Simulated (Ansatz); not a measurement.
**C₂H₆AlFS: up Jacob's ladder to CCSD(T)**

The task here is to estimate one member of a computed series from the others.

The runs use Ansatz 0.2.0, Gaussian basis; functionals in def2-TZVPP, the program's frozen cores in correlated methods.

Plan: PBE-D4, r2SCAN-D4, PBE0-D4, B3LYP-D4, ωB97X-V, ωB97M-V, B2PLYP; CCSD(T)/def2-TZVPP; MP2/def2-QZVPP; extrapolation to the limit.

## Structure used throughout

The geometry comes from an earlier relaxation with PBE0-D4 in a triple-zeta def2 set; it is a stationary point, not always the lowest conformer.

11 atoms, charge 0, spin multiplicity 1.

Atoms are counted from 1 here; the program's logs count them from 0.

Bond lengths: F1–Al4 1.664 Å, C2–C3 1.337 Å, C2–H6 1.085 Å, C2–H7 1.083 Å, C3–H8 1.084 Å, C3–H9 1.086 Å, Al4–S5 2.202 Å, Al4–H10 1.577 Å, S5–H11 1.344 Å. Angles: C3–C2–H6 121.1°, C3–C2–H7 121.8°, H6–C2–H7 117.0°, C2–C3–H8 121.6°, C2–C3–H9 121.3°, H8–C3–H9 117.1°, F1–Al4–S5 116.2°, F1–Al4–H10 120.0°, S5–Al4–H10 117.7°, Al4–S5–H11 93.1°.

The first run:

in.yaml

```yaml
crystal:
  periodic: [false, false, false]
  atoms:
    - {symbol: F, position_ang: [0.860437, 1.719785, -0.874662]}
    - {symbol: C, position_ang: [-0.613937, -0.104301, 1.123334]}
    - {symbol: C, position_ang: [0.673061, -0.397619, 1.332939]}
    - {symbol: Al, position_ang: [0.536452, 0.109822, -1.142436]}
    - {symbol: S, position_ang: [-1.349934, -0.340663, -2.185775]}
    - {symbol: H, position_ang: [-0.956730, 0.925115, 1.091553]}
    - {symbol: H, position_ang: [-1.364498, -0.876930, 1.008783]}
    - {symbol: H, position_ang: [1.018548, -1.423057, 1.397501]}
    - {symbol: H, position_ang: [1.414273, 0.382972, 1.473093]}
    - {symbol: H, position_ang: [1.722086, -0.918297, -1.293648]}
    - {symbol: H, position_ang: [-1.874455, 0.866073, -1.910181]}
basis:
  gaussian: {orbitals: def2-TZVPP}
hamiltonian: {xc: pbe, dispersion: d4}
output: {forces: true, orbitals: {seedname: orbitals}}
```

Run with:

```console
> ansatz run in.yaml --threads 4 --pin off --events-out ev --progress --plain --max-ram 10444MiB
```

Among the steps run: PBE-D4 (GGA); r2SCAN-D4 (meta-GGA); PBE0-D4 (hybrid); B3LYP-D4 (hybrid); ωB97X-V (range-separated); ωB97M-V (range-separated); B2PLYP (double hybrid); CCSD(T) in def2-TZVPP; MP2 in def2-QZVPP.

One table of the session follows, with a row left open; its other results are not shown here.

| method | atomisation energy (kJ/mol) |
| --- | --- |
| PBE-D4 | ? |
| r2SCAN-D4 | 4016.5 |
| PBE0-D4 | 3986.9 |
| B3LYP-D4 | 3989.6 |
| ωB97X-V | 4005.4 |
| ωB97M-V | 4015.6 |
| B2PLYP | 3952.1 |
| HF/def2-TZVPP | 3000.9 |
| MP2/def2-TZVPP | 3966.0 |
| CCSD/def2-TZVPP | 3853.9 |
| CCSD(T)/def2-TZVPP | 3909.2 |
| MP2/CBS | 4069.6 |
| CCSD(T)/CBS | 4012.8 |

Q: Estimate the row for PBE-D4 from the others.

The run gave: atomisation energy (kJ/mol): 4046.0. In the column «atomisation energy (kJ/mol)» it lies between r2SCAN-D4 (4016.5) and MP2/CBS (4069.6).

Caveats from the session: Free atoms (1 F, 2 C, 1 Al, 1 S, 6 H) were run apart at each level; the atomisation energy is their sum less the molecule, without zero-point or spin-orbit terms.
